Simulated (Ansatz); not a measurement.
**C2H4BrClSi: one species, many methods**

An exercise on one series of results from a longer session: the logs are not shown, and one member is left open.

Computed with Ansatz 0.2.0, Gaussian basis. Level: functionals in def2-TZVPP, the program's frozen cores in correlated methods.

Plan: PBE-D4, r2SCAN-D4, PBE0-D4, B3LYP-D4, ωB97X-V, ωB97M-V, B2PLYP; CCSD(T)/def2-TZVPP; MP2/def2-QZVPP; extrapolation to the limit.

### The geometry

The geometry comes from an earlier relaxation with PBE0-D4 in a triple-zeta def2 set; it is a stationary point, not always the lowest conformer.

SMILES `ClC1(Br)C[SiH2]1`, 9 atoms, charge 0, spin multiplicity 1.

Atoms are counted from 1 here; the program's logs count them from 0.

Bond lengths: Cl1–C2 1.754 Å, C2–Br3 1.926 Å, C2–C4 1.529 Å, C2–Si5 1.858 Å, C4–Si5 1.860 Å, C4–H6 1.085 Å, C4–H7 1.086 Å, Si5–H8 1.475 Å, Si5–H9 1.475 Å. Angles: Cl1–C2–Br3 113.0°, Cl1–C2–C4 115.4°, Cl1–C2–Si5 120.5°, Br3–C2–C4 114.8°, Br3–C2–Si5 119.0°, C4–C2–Si5 65.8°, C2–C4–Si5 65.7°, C2–C4–H6 115.7°, C2–C4–H7 114.8°, Si5–C4–H6 119.8°, Si5–C4–H7 119.2°, H6–C4–H7 113.3°, C2–Si5–C4 48.6°, C2–Si5–H8 118.4°, C2–Si5–H9 117.8°, C4–Si5–H8 119.5°, C4–Si5–H9 118.9°, H8–Si5–H9 116.4°.

The first run:

in.yaml reads:

```yaml
crystal:
  periodic: [false, false, false]
  atoms:
    - {symbol: Cl, position_ang: [1.281398, -1.948481, -0.380909]}
    - {symbol: C, position_ang: [0.131227, -0.637216, -0.564982]}
    - {symbol: Br, position_ang: [-0.784824, -0.672540, -2.259077]}
    - {symbol: C, position_ang: [0.636428, 0.741547, -0.138692]}
    - {symbol: Si, position_ang: [-0.739456, 0.069114, 0.917095]}
    - {symbol: H, position_ang: [0.436510, 1.551268, -0.832519]}
    - {symbol: H, position_ang: [1.647861, 0.753628, 0.255306]}
    - {symbol: H, position_ang: [-2.108898, 0.588949, 0.744966]}
    - {symbol: H, position_ang: [-0.411747, -0.492569, 2.241512]}
basis:
  gaussian: {orbitals: def2-TZVPP}
hamiltonian: {xc: pbe, dispersion: d4}
output: {forces: true, orbitals: {seedname: orbitals}}
```

Started as:

```
$ ansatz run in.yaml --threads 4 --pin off --events-out ev --progress --plain --max-ram 10444MiB
```

Among the steps run: PBE-D4 (GGA); r2SCAN-D4 (meta-GGA); PBE0-D4 (hybrid); B3LYP-D4 (hybrid); ωB97X-V (range-separated); ωB97M-V (range-separated); B2PLYP (double hybrid); CCSD(T) in def2-TZVPP; MP2 in def2-QZVPP.

One table of the session follows, with a row left open; its other results are not shown here.

| method | atomisation energy (eV) |
| --- | --- |
| PBE-D4 | 31.573 |
| r2SCAN-D4 | ? |
| PBE0-D4 | 31.006 |
| B3LYP-D4 | 30.476 |
| ωB97X-V | 30.842 |
| ωB97M-V | 30.781 |
| B2PLYP | 30.150 |
| HF/def2-TZVPP | 21.527 |
| MP2/def2-TZVPP | 30.561 |
| CCSD/def2-TZVPP | 29.130 |
| CCSD(T)/def2-TZVPP | 29.774 |
| MP2/CBS | 31.531 |
| CCSD(T)/CBS | 30.744 |

**Question.** Estimate the row for r2SCAN-D4.

The run gave: atomisation energy (eV): 30.942. In the column «atomisation energy (eV)» it lies between ωB97X-V (30.842) and PBE0-D4 (31.006).

Among the levels timed on like hardware and quicker than the yardstick, those that no quicker one beats, quickest first: PBE-D4 (3.3 s, +0.829 eV); PBE0-D4 (4.8 s, +0.262 eV); r2SCAN-D4 (7 s, +0.198 eV); ωB97X-V (12 s, +0.097 eV); ωB97M-V (17 s, +0.037 eV).

B2PLYP carry no dispersion term (for B3LYP, D4 adds 0.475 eV).

To keep in mind: All levels share the lack of spin-orbit coupling, which lowers the free heavy atoms and so the true binding.
